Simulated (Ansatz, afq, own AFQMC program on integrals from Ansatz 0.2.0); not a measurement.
# GeNH₃ (triplet): AFQMC on the coupled-cluster ladder, cc-pVDZ, part 2 of 2

Ansatz 0.2.0, Gaussian basis, and an in-house AFQMC program (afq) on its integrals; all values are calculated; cc-pVDZ, frozen cores. The steps go on from the part before.

## Step 9: Phaseless AFQMC, CISD trial on UHF

It reads the integrals that the CCSD(T) run on this determinant wrote.

Run with:

```console
$ afq ham --method phaseless --trial cisd --walkers 60 --populations 1 --least-time 40 --time-step 0.005 --steps-per-block 50 --equilibration-blocks 28 --max-blocks 300 --target-error 0.00042 --factor-cut 1e-05 --start spin_pure --seed 1021 --release-times 0.24,0.51,0.99,1.62,2.4 --release-step 0.03 --release-every 4 --taylor-order 6
```

Log:

```text
orbitals 41  electrons 7 5  factors 336 of 593
reference energy -2131.44653496 Eh
CCSD correlation -0.26355292 Eh in 13 cycles, weight of the determinant in the CISD state 0.8900
energy of the start -2131.709818 Eh
 block  time / (1/Eh)  mean weight  energy / Eh
     1     0.250  0.9975  -2131.706650
     2     0.500  0.9996  -2131.708858
     3     0.750  1.0015  -2131.714703
     4     1.000  1.0028  -2131.721397
     5     1.250  1.0002  -2131.718807
     6     1.500  1.0013  -2131.724089
     7     1.750  0.9997  -2131.716583
     8     2.000  0.9997  -2131.712138
     9     2.250  0.9981  -2131.711451
    10     2.500  0.9957  -2131.715503
    13     3.250  1.0018  -2131.711157
    19     4.750  0.9997  -2131.714620
    25     6.250  0.9981  -2131.711274
    31     7.750  0.9993  -2131.724104
    37     9.250  0.9989  -2131.730002
    43    10.750  1.0028  -2131.715868
    49    12.250  0.9983  -2131.713454
    55    13.750  0.9992  -2131.713743
    61    15.250  1.0022  -2131.714608
    67    16.750  0.9970  -2131.719360
    73    18.250  0.9988  -2131.722519
    79    19.750  0.9992  -2131.718791
    85    21.250  1.0011  -2131.717124
    91    22.750  1.0014  -2131.725607
    97    24.250  1.0007  -2131.719725
   103    25.750  0.9965  -2131.717304
   109    27.250  0.9998  -2131.711771
   115    28.750  1.0018  -2131.713378
   121    30.250  1.0004  -2131.739559
   127    31.750  1.0004  -2131.711121
   133    33.250  0.9984  -2131.713448
   139    34.750  0.9984  -2131.721405
   145    36.250  1.0004  -2131.715317
   151    37.750  0.9999  -2131.715450
   157    39.250  0.9983  -2131.715940
   163    40.750  1.0006  -2131.720877
   169    42.250  0.9972  -2131.716506
   175    43.750  0.9949  -2131.712329
   181    45.250  1.0014  -2131.710793
   187    46.750  0.9994  -2131.720094
   193    48.250  1.0003  -2131.721914
   199    49.750  1.0001  -2131.716195
   205    51.250  1.0010  -2131.723923
   211    52.750  1.0008  -2131.712020
   217    54.250  1.0001  -2131.715998
   223    55.750  1.0009  -2131.714845
   229    57.250  1.0004  -2131.713537
   235    58.750  1.0001  -2131.715224
   241    60.250  0.9993  -2131.716809
   247    61.750  0.9979  -2131.715354
blocks merged  error / Eh  count
     1  0.000342  220
     2  0.000407  110
     4  0.000403  55
     8  0.000368  27
    16  0.000363  13
released: time / (1/Eh)  energy / Eh  error  mean overlap
  0.24  -2131.716542  0.000425  1.0018
  0.51  -2131.717203  0.000507  1.0000
  0.99  -2131.717634  0.000461  1.0224
  1.62  -2131.718324  0.000523  1.0183
  2.40  -2131.718596  0.000736  1.0508
energy -2131.716967 +/- 0.000403 Eh
```

Run time: 10 min. Hardware: 1 thread of Intel Xeon Platinum 8175M at 2.50GHz (Skylake/Cascade Lake), shared host; peak memory 0.32 GiB.

Energy -58006.9738 ± 0.0110 eV. Caveats: constraint bias not in the error.

## Step 10: Phaseless AFQMC, single-determinant trial on UHF

It reads the integrals that the CCSD(T) run on this determinant wrote.

Run with:

```console
$ afq ham --method phaseless --trial hf --walkers 120 --populations 1 --least-time 40 --time-step 0.005 --steps-per-block 20 --equilibration-blocks 112 --max-blocks 600 --target-error 0.00126 --factor-cut 1e-05 --start spin_pure --seed 9101 --taylor-order 6
```

Log:

```text
orbitals 41  electrons 7 5  factors 336 of 593
reference energy -2131.44653496 Eh
CCSD correlation -0.26355292 Eh in 13 cycles, weight of the determinant in the CISD state 0.8900
energy of the start -2131.446694 Eh
 block  time / (1/Eh)  mean weight  energy / Eh
     1     0.100  1.0024  -2131.509162
     2     0.200  0.9998  -2131.558708
     3     0.300  1.0027  -2131.585460
     4     0.400  1.0021  -2131.613203
     5     0.500  1.0022  -2131.646962
     6     0.600  1.0010  -2131.650310
     7     0.700  1.0025  -2131.661378
     8     0.800  1.0021  -2131.652940
     9     0.900  0.9991  -2131.667620
    10     1.000  0.9990  -2131.678901
    18     1.800  1.0016  -2131.729311
    35     3.500  1.0026  -2131.700980
    52     5.200  1.0000  -2131.700442
    69     6.900  0.9992  -2131.745113
    86     8.600  0.9997  -2131.747351
   103    10.300  0.9970  -2131.735553
   120    12.000  0.9999  -2131.708176
   137    13.700  1.0003  -2131.733770
   154    15.400  0.9988  -2131.716847
   171    17.100  0.9976  -2131.751296
   188    18.800  1.0005  -2131.765178
   205    20.500  1.0015  -2131.719947
   222    22.200  0.9991  -2131.709511
   239    23.900  0.9988  -2131.709040
   256    25.600  1.0003  -2131.677264
   273    27.300  0.9986  -2131.681459
   290    29.000  0.9984  -2131.682591
   307    30.700  1.0011  -2131.682181
   324    32.400  1.0023  -2131.768702
   341    34.100  0.9992  -2131.702704
   358    35.800  0.9994  -2131.715132
   375    37.500  0.9990  -2131.695390
   392    39.200  1.0005  -2131.703838
   409    40.900  1.0002  -2131.715788
   426    42.600  1.0002  -2131.749407
   443    44.300  0.9974  -2131.733865
   460    46.000  0.9990  -2131.722168
   477    47.700  0.9910  -2131.713432
   494    49.400  0.9979  -2131.757240
   511    51.100  1.0016  -2131.709767
   528    52.800  0.9999  -2131.756133
   545    54.500  0.9992  -2131.702274
   562    56.200  0.9981  -2131.697166
   579    57.900  1.0003  -2131.712364
   596    59.600  1.0003  -2131.675689
   613    61.300  1.0005  -2131.705086
   630    63.000  0.9975  -2131.722088
   647    64.700  0.9979  -2131.720914
   664    66.400  1.0004  -2131.753103
   681    68.100  0.9993  -2131.692602
   698    69.800  0.9978  -2131.725894
blocks merged  error / Eh  count
     1  0.000930  600
     2  0.001210  300
     4  0.001532  150
     8  0.001843  75
    16  0.002079  37
    32  0.002500  18
    64  0.002221  9
energy -2131.714864 +/- 0.002500 Eh
```

Wall time 8.3 min (1 thread of Intel Xeon Platinum 8175M at 2.50GHz (Skylake/Cascade Lake), shared host); peak memory 0.32 GiB.

Energy -58006.9165 ± 0.0680 eV. Caveats: constraint bias not in the error; error above the target.

## Step 11: Free-projection AFQMC, CISD trial on UHF

It reads the integrals that the CCSD(T) run on this determinant wrote.

Run with:

```console
$ afq ham --method free --trial cisd --walkers 60 --time-step 0.03 --max-blocks 80 --target-error 0.00042 --factor-cut 1e-05 --seed 4773 --times 0,0.21,0.42,0.81,1.2,1.8,2.4,3 --taylor-order 8
```

Log:

```text
orbitals 41  electrons 7 5  factors 336 of 593
reference energy -2131.44653496 Eh
CCSD correlation -0.26355292 Eh in 13 cycles, weight of the determinant in the CISD state 0.8900
repeat  energy at the last time / Eh  error
    10  -2131.716756  0.001052
    20  -2131.717317  0.001059
    30  -2131.717657  0.000862
    40  -2131.717353  0.000713
    50  -2131.717231  0.000625
    60  -2131.717577  0.000621
    70  -2131.717574  0.000557
    80  -2131.717966  0.000638
time / (1/Eh)  energy / Eh  error  mean overlap
  0.00  -2131.710062  0.000216  1.1237
  0.21  -2131.713616  0.000238  1.1322
  0.42  -2131.715526  0.000260  1.1276
  0.81  -2131.716786  0.000321  1.1360
  1.20  -2131.717283  0.000321  1.1503
  1.80  -2131.717449  0.000422  1.1703
  2.40  -2131.717898  0.000488  1.1595
  3.00  -2131.717966  0.000638  1.1743
energy -2131.717966 +/- 0.000638 Eh
```

Run time: 11 min. Hardware: 1 thread of Intel Xeon Platinum 8175M at 2.50GHz (Skylake/Cascade Lake), shared host; peak memory 0.37 GiB.

Energy -58007.0009 ± 0.0174 eV. Caveats: remainder of the start not in the error; error above the target.

## Step 12: All levels side by side

On the UHF determinant, counted from CCSD(T) (a yardstick, not exact):

```
                                                             level  energy (eV)  from CCSD(T) (kJ/mol)  statistical error (kJ/mol)     time
                                                                HF  -57999.6149                 +709.4                                     
                                                               MP2  -58006.0966                  +84.0                                     
                                                              CCSD  -58006.7866                  +17.5                                     
                                                           CCSD(T)  -58006.9677                    0.0                                     
               Phaseless AFQMC, CISD trial, step 0.005, 60 walkers  -58006.9738                   -0.6                         1.1   10 min
Phaseless AFQMC, single-determinant trial, step 0.005, 120 walkers  -58006.9165                   +4.9                         6.6  8.3 min
          Free-projection AFQMC, CISD trial, step 0.03, 60 walkers  -58007.0009                   -3.2                         1.7   11 min
```

The functionals' totals stand on their own zeros and serve differences with other points: PBE -58042.776 eV; r2SCAN -58052.189 eV; PBE0 -58044.415 eV; B3LYP -58054.527 eV; wB97M-V -58049.325 eV; B2PLYP -58040.256 eV.

## Step 13: Results

This closing draws on all 2 parts.

```
                                                     quantity              value
              Phaseless AFQMC, CISD trial on UHF from CCSD(T)  -0.6 ± 1.1 kJ/mol
Phaseless AFQMC, single-determinant trial on UHF from CCSD(T)  +4.9 ± 6.6 kJ/mol
        Free-projection AFQMC, CISD trial on UHF from CCSD(T)  -3.2 ± 1.7 kJ/mol
```

**Reading.** On UHF the phaseless walk with the CISD trial lies -0.6 kJ/mol from CCSD(T), within three error bars. Free projection has no constraint; at the last time it gives -3.2 ± 1.7 kJ/mol, and from a start that isn't spin pure other spins can mix in. Error bars are statistical and leave out the constraint, the time step and what remains of the start.
